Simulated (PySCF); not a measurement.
# One shape, several levels: GaHSeCl2 (SMILES [Cl][Ga]([Cl])[SeH])

Aim: a comparison of 5 runs (HF/3-21G, PBE0/cc-pVDZ, r2SCAN/cc-pVDZ, SVWN5/6-31G*, PBE0/pcseg-2) of GaHSeCl2. Input form: a Python script.

Program for the calculation: PySCF 2.14.0.

## (1) Starting point

GaHSeCl2: 5 atoms, total charge 0, spin state singlet. SMILES: `[Cl][Ga]([Cl])[SeH]`. Geometry: relaxed at PBE0-D4/def2-TZVP.

Bond lengths: Cl1–Ga2 2.125 Å, Ga2–Cl3 2.127 Å, Ga2–Se4 2.299 Å, Se4–H5 1.470 Å. Angles: Cl1–Ga2–Cl3 117.8°, Cl1–Ga2–Se4 120.0°, Cl3–Ga2–Se4 122.1°, Ga2–Se4–H5 90.8°.

## (2) Energy and gradient at HF/3-21G (run 1)

Input file run.py:

```python
import pyscf.grad
from pyscf import gto

molecule = gto.M(
    atom=[
    ('Cl', (1.565200, -0.816300, 1.955100)),
    ('Ga', (0.270800, -0.384500, 0.326100)),
    ('Cl', (-0.593300, -2.024800, -0.717000)),
    ('Se', (-0.155400, 1.797300, -0.258200)),
    ('H', (-1.037500, 1.354700, -1.347300)),
],
    basis='3-21g',
    max_memory=1860,
    spin=0,
    verbose=3,
)

hf = molecule.RHF()
hf.conv_tol = 1e-10
hf.kernel()
if not hf.converged:
    hf = hf.newton().run(hf.mo_coeff, hf.mo_occ)

e_tot = hf.e_tot
print('E = %.10f Eh' % e_tot)
grad = hf.Gradients().kernel()
hf.analyze()
```

The run is started by

```console
$ OMP_NUM_THREADS=1 python run.py
```

Standard output:

```text
converged SCF energy = -5217.64975823981
E = -5217.6497582398 Eh
--------------- RHF gradients ---------------
         x                y                z
0 Cl    -0.0178578662     0.0063877342    -0.0224823844
1 Ga     0.0000088304    -0.0115545418     0.0002925825
2 Cl     0.0119617740     0.0224865397     0.0144331239
3 Se     0.0041056926    -0.0128676948     0.0054108344
4 H     0.0017815692    -0.0044520373     0.0023458435
----------------------------------------------
**** MO energy ****
MO #1   energy= -457.982929467829  occ= 2
MO #2   energy= -376.542146915742  occ= 2
MO #3   energy= -104.118846327575  occ= 2
MO #4   energy= -104.115534562556  occ= 2
MO #5   energy= -60.4010414078898  occ= 2
MO #6   energy= -53.9041415608525  occ= 2
MO #7   energy= -53.9037472130721  occ= 2
MO #8   energy= -53.9027956228056  occ= 2
MO #9   energy= -48.0728110705201  occ= 2
MO #10  energy= -42.3321996121423  occ= 2
MO #11  energy= -42.3308782276871  occ= 2
MO #12  energy= -42.3306570478016  occ= 2
MO #13  energy= -10.5126711619015  occ= 2
MO #14  energy= -10.5094047983457  occ= 2
MO #15  energy= -8.89447415344406  occ= 2
MO #16  energy= -7.97561889946064  occ= 2
MO #17  energy= -7.97236652126101  occ= 2
MO #18  energy= -7.97224757885002  occ= 2
MO #19  energy= -7.97207719266642  occ= 2
MO #20  energy= -7.96897954263994  occ= 2
MO #21  energy= -7.96879707126592  occ= 2
MO #22  energy= -6.60185039952033  occ= 2
MO #23  energy= -6.59882854097577  occ= 2
MO #24  energy= -6.59249887290957  occ= 2
MO #25  energy= -6.46500842375918  occ= 2
MO #26  energy= -4.54034393401936  occ= 2
MO #27  energy= -4.53937835324368  occ= 2
MO #28  energy= -4.5393650658589   occ= 2
MO #29  energy= -2.5735182981109   occ= 2
MO #30  energy= -2.57260376338763  occ= 2
MO #31  energy= -2.56581381927007  occ= 2
MO #32  energy= -2.56275236065986  occ= 2
MO #33  energy= -2.56163462022925  occ= 2
MO #34  energy= -1.22852450606549  occ= 2
MO #35  energy= -1.22798584911413  occ= 2
MO #36  energy= -1.22151381279258  occ= 2
MO #37  energy= -1.22144533243979  occ= 2
MO #38  energy= -1.22013637611757  occ= 2
MO #39  energy= -1.11075143364189  occ= 2
MO #40  energy= -1.09154298915389  occ= 2
MO #41  energy= -0.952528208045159 occ= 2
MO #42  energy= -0.619102917220558 occ= 2
MO #43  energy= -0.554230076560903 occ= 2
MO #44  energy= -0.520014882416553 occ= 2
MO #45  energy= -0.503307758845887 occ= 2
MO #46  energy= -0.503075615704341 occ= 2
MO #47  energy= -0.480336566781556 occ= 2
MO #48  energy= -0.472211343097947 occ= 2
MO #49  energy= -0.435783468120954 occ= 2
MO #50  energy= -0.394296540644054 occ= 2
MO #51  energy= 0.0437668455292599 occ= 0
MO #52  energy= 0.0456742021657941 occ= 0
MO #53  energy= 0.114202794809817  occ= 0
MO #54  energy= 0.147591511880647  occ= 0
MO #55  energy= 0.176463711353642  occ= 0
MO #56  energy= 0.234565277452202  occ= 0
MO #57  energy= 0.256996190122157  occ= 0
MO #58  energy= 0.320687670871449  occ= 0
MO #59  energy= 0.339777204553038  occ= 0
MO #60  energy= 0.666642646214493  occ= 0
MO #61  energy= 0.688768952887065  occ= 0
MO #62  energy= 0.704197589293385  occ= 0
MO #63  energy= 0.756485609551679  occ= 0
MO #64  energy= 0.790504797554336  occ= 0
MO #65  energy= 0.807096016457367  occ= 0
MO #66  energy= 0.846565799284304  occ= 0
MO #67  energy= 0.873021089502392  occ= 0
MO #68  energy= 0.88924681111774   occ= 0
MO #69  energy= 0.947005041221687  occ= 0
MO #70  energy= 0.972474477291364  occ= 0
MO #71  energy= 0.996185384361477  occ= 0
MO #72  energy= 1.20475458422957   occ= 0
 ** Mulliken atomic charges  **
charge of    0Cl =     -0.30765
charge of    1Ga =      0.67825
charge of    2Cl =     -0.31109
charge of    3Se =     -0.09769
charge of    4H =      0.03817
Dipole moment(X, Y, Z, Debye): -0.94604,  1.65476, -1.21809
```

Run time: 17 s. Hardware: 1 thread of Intel Xeon at 2.50GHz (Skylake/Cascade Lake), shared host; peak memory 0.14 GiB.

## (3) Energy and gradient at PBE0/cc-pVDZ (run 2)

Input file run.py:

```python
import pyscf.grad
from pyscf import gto, dft

mol = gto.Mole()
mol.atom = '''
Cl     2.957799    -1.542583     3.694604
Ga     0.511738    -0.726600     0.616240
Cl    -1.121175    -3.826317    -1.354934
Se    -0.293663     3.396405    -0.487927
H     -1.960591     2.560012    -2.546028
'''
mol.verbose = 3
mol.basis = 'cc-pvdz'
mol.max_memory = 1860
mol.charge = 0
mol.unit = 'bohr'
mol.build()

ks = dft.RKS(mol, xc='pbe0')
ks.grids.level = 5
ks.conv_tol = 1e-10
ks.kernel()
if not ks.converged:
    ks = ks.newton().run(ks.mo_coeff, ks.mo_occ)

e_final = ks.e_tot
print('E(%s) = %.9f' % ('PBE0', e_final))
grad = ks.Gradients().kernel()
ks.analyze()
```

The run is started by

```console
$ OMP_NUM_THREADS=1 python run.py
```

Standard output:

```text
converged SCF energy = -5246.67416170872
[... 16 lines left out ...]
MO #7   energy= -52.299203203549   occ= 2
[... 7 lines left out ...]
MO #15  energy= -7.94062756928958  occ= 2
[... 7 lines left out ...]
MO #23  energy= -5.8635492704087   occ= 2
[... 7 lines left out ...]
MO #31  energy= -2.18122721994832  occ= 2
[... 7 lines left out ...]
MO #39  energy= -0.845028290781082 occ= 2
[... 7 lines left out ...]
MO #47  energy= -0.345744305949512 occ= 2
[... 7 lines left out ...]
MO #55  energy= 0.0806561981053551 occ= 0
[... 7 lines left out ...]
MO #63  energy= 0.32431327759473   occ= 0
[... 7 lines left out ...]
MO #71  energy= 0.575319139642914  occ= 0
[... 7 lines left out ...]
MO #79  energy= 0.732929455778397  occ= 0
[... 7 lines left out ...]
MO #87  energy= 0.8896927830687    occ= 0
[... 7 lines left out ...]
MO #95  energy= 1.89508131363125   occ= 0
[... 6 lines left out ...]
Dipole moment(X, Y, Z, Debye): -0.72793,  1.28146, -0.93777
```

It took 91 s on 1 thread of Intel Xeon at 2.50GHz (Skylake/Cascade Lake), shared host; peak memory 0.93 GiB.

Runs 3 to 4 aren't shown in full; the table further down has their settings and results.

## (4) Energy and gradient at PBE0/pcseg-2 (run 5)

Input file mol.xyz:

```xyz
5

Cl     1.565200    -0.816300     1.955100
Ga     0.270800    -0.384500     0.326100
Cl    -0.593300    -2.024800    -0.717000
Se    -0.155400     1.797300    -0.258200
H     -1.037500     1.354700    -1.347300
```

Input file run.py:

```python
import pyscf.grad
from pyscf import gto, dft

mol = gto.Mole()
mol.atom = 'mol.xyz'
mol.basis = 'pcseg-2'
mol.verbose = 3
mol.max_memory = 1860
mol.build()

mf = dft.RKS(mol, xc='pbe0')
mf.grids.level = 5
mf.conv_tol = 1e-10
mf.kernel()
if not mf.converged:
    mf = mf.newton().run(mf.mo_coeff, mf.mo_occ)

energy = mf.e_tot
print(f'total energy: {energy:.8f} hartree')
grad = mf.Gradients().kernel()
dip = mf.dip_moment()
pop, q = mf.mulliken_pop()
```

The run is started by

```console
$ OMP_NUM_THREADS=1 python run.py
```

Standard output:

```text
converged SCF energy = -5246.84992937063
total energy: -5246.84992937 hartree
[... 8 lines left out ...]
Dipole moment(X, Y, Z, Debye): -0.67341,  1.32750, -0.87094
[... 135 lines left out ...]
pop of  3 Se 3dz^2        1.93653
pop of  3 Se 3dxz         1.93687
pop of  3 Se 3dx2-y2      1.93665
pop of  3 Se 4dxy         0.06565
pop of  3 Se 4dyz         0.06693
pop of  3 Se 4dz^2        0.06521
pop of  3 Se 4dxz         0.06903
pop of  3 Se 4dx2-y2      0.06684
pop of  3 Se 5dxy         0.00954
pop of  3 Se 5dyz         0.01095
pop of  3 Se 5dz^2        0.00612
pop of  3 Se 5dxz         0.01096
pop of  3 Se 5dx2-y2      0.01342
pop of  3 Se 4f-3         0.00101
pop of  3 Se 4f-2         0.00117
pop of  3 Se 4f-1         0.00074
pop of  3 Se 4f+0         0.00041
pop of  3 Se 4f+1         0.00202
pop of  3 Se 4f+2         0.00112
pop of  3 Se 4f+3         0.00062
pop of  4 H 1s            0.36499
pop of  4 H 2s            0.43879
pop of  4 H 3s            0.05040
pop of  4 H 2px           0.00137
pop of  4 H 2py           0.00074
pop of  4 H 2pz           0.00177
pop of  4 H 3px           0.01329
pop of  4 H 3py           0.00769
pop of  4 H 3pz           0.01393
pop of  4 H 3dxy          0.00017
pop of  4 H 3dyz          0.00024
pop of  4 H 3dz^2         0.00035
pop of  4 H 3dxz          0.00045
pop of  4 H 3dx2-y2       0.00016
 ** Mulliken atomic charges  **
charge of    0Cl =     -0.24479
charge of    1Ga =      0.60127
charge of    2Cl =     -0.24745
charge of    3Se =     -0.21469
charge of    4H =      0.10566
```

Run time: 8 min. Hardware: 1 thread of Intel Xeon at 2.50GHz (Skylake/Cascade Lake), shared host; peak memory 2.2 GiB.

## (5) All runs side by side

```
run                               level  integration grid   energy (Eh)  dipole moment (D)  HOMO energy (eV)  LUMO energy (eV)  wall time
  1                            HF/3-21G                 –  -5217.649758               2.26            -10.73              1.19       17 s
  2                        PBE0/cc-pVDZ                 5  -5246.674162               1.75             -7.87             -1.63       91 s
  3                      r2SCAN/cc-pVDZ                 5  -5247.428246               1.77             -7.03             -2.31    2.2 min
  4  SVWN5/6-31G* (spherical functions)                 5  -5237.547355               1.87             -6.86             -2.93      2 min
  5                        PBE0/pcseg-2                 5  -5246.849929               1.72             -7.98             -1.73      8 min
```

## (6) What came out

| quantity | value |
| --- | --- |
| run 5: total energy | -5246.84993 Eh |
| run 5: dipole moment | 1.72 D |
| run 5: HOMO energy | -7.98 eV |
| run 5: LUMO energy | -1.73 eV |
| run 5: HOMO–LUMO gap | 6.24 eV |
| run 5: largest force on an atom | 0.030 eV/Å |

In words: The dipole moment (its size) runs from 1.72 D (PBE0/pcseg-2) to 2.26 D (HF/3-21G). The two ends differ in method and basis. The HOMO–LUMO gap runs from 3.93 eV (SVWN5/6-31G*) to 11.92 eV (HF/3-21G). Totals of different functionals can't be ranked against each other. All runs together took 14 min, the longest 8 min.
